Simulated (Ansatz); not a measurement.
**Ni2Ge: one candidate structure**

Where does Ni2Ge go from the start given, structure listed in a database for this formula (Pnma, No. 62)?

Computed with Ansatz 0.2.0 (DFT r2SCAN, scalar-relativistic, plane waves, PAW, unless a step's input says otherwise).

Symmetry: Pnma, No. 62, orthorhombic system. The conventional cell has a = 5.096 Å, b = 3.788 Å, c = 7.179 Å, α = 90.00°, β = 90.00°, γ = 90.00°. Ni (site symmetry m) is surrounded by 5 Ge at 2.34 to 2.79 Å and 8 Ni at 2.61 to 2.76 Å. Around Ni (site symmetry m) lie 5 Ge at 2.40 to 2.60 Å and 8 Ni at 2.61 to 2.76 Å. Ge (site symmetry m) has 9 Ni at 2.34 to 2.60 Å as nearest neighbours.

Coordinates:

```
CELL_PARAMETERS angstrom
5.09613 0.00000 0.00000
0.00000 3.78795 0.00000
0.00000 0.00000 7.17852
ATOMIC_POSITIONS crystal
Ni 0.17095 0.75000 0.44045
Ni 0.82905 0.25000 0.55955
Ni 0.67095 0.75000 0.05955
Ni 0.32905 0.25000 0.94045
Ni 0.54451 0.75000 0.70656
Ni 0.45548 0.25000 0.29344
Ni 0.04451 0.75000 0.79344
Ni 0.95549 0.25000 0.20656
Ge 0.21260 0.75000 0.11401
Ge 0.78740 0.25000 0.88599
Ge 0.71260 0.75000 0.38599
Ge 0.28740 0.25000 0.61401
```

The structure above is the start of the run; the results belong to its end.

Formation energies count from the elements, computed with the same settings in runs not shown here.

```
                          quantity                                                                      value
                              cell  a = 5.099 Å, b = 3.786 Å, c = 7.185 Å, α = 90.00°, β = 90.00°, γ = 90.00°
                       space group                                                              Pnma (No. 62)
                            volume                                                              11.56 Å³/atom
                   gap on the mesh                                                               none (metal)
formation energy from the elements                                                             -0.259 eV/atom
```

The space group stayed Pnma, and from the first guess the volume went from 11.55 to 11.56 Å³/atom. With -0.26 eV/atom it lies under the elements, which doesn't yet make it stable against other compounds of them. A spin-polarised run here lost its starting moments, which speaks against magnetism, though one start doesn't rule it out.

**Question.** Which input and command would start the relaxation behind these results?

A: The one used for the relaxation. It is one of several that fit.

input.yaml reads:

```yaml
crystal:
  lattice:
    - [5.09612578, 0.0, 0.0]
    - [0.0, 3.78795382, 0.0]
    - [0.0, 0.0, 7.17851986]
  atoms:
    - { symbol: Ni, position: [0.17095228, 0.75, 0.4404533] }
    - { symbol: Ni, position: [0.82904772, 0.25, 0.5595467] }
    - { symbol: Ni, position: [0.67095228, 0.75, 0.0595467] }
    - { symbol: Ni, position: [0.32904772, 0.25, 0.9404533] }
    - { symbol: Ni, position: [0.544515, 0.75, 0.70656487] }
    - { symbol: Ni, position: [0.455485, 0.25, 0.29343513] }
    - { symbol: Ni, position: [0.044515, 0.75, 0.79343513] }
    - { symbol: Ni, position: [0.955485, 0.25, 0.20656487] }
    - { symbol: Ge, position: [0.212596, 0.75, 0.11400951] }
    - { symbol: Ge, position: [0.787404, 0.25, 0.88599049] }
    - { symbol: Ge, position: [0.712596, 0.75, 0.38599049] }
    - { symbol: Ge, position: [0.287404, 0.25, 0.61400951] }
basis:
  ecutwfc: 500
kpoints:
  mp_grid: { grid: [8, 10, 6] }
hamiltonian:
  xc: r2scan
scf:
  occupations: { method: gaussian, width: 0.1 }
output:
  forces: true
  stress: true
  eigenvalues: true
relax:
  adjacent_minimum: "off"
  f_tol: 0.01
  max_steps: 80
  cell: { stress_tol: 0.05 }
```

On the command line:

```console
> ansatz run input.yaml --threads 1 --pin off --max-ram 3072MiB --backend cpu --events-out ev --progress --plain --runs-dir out
```
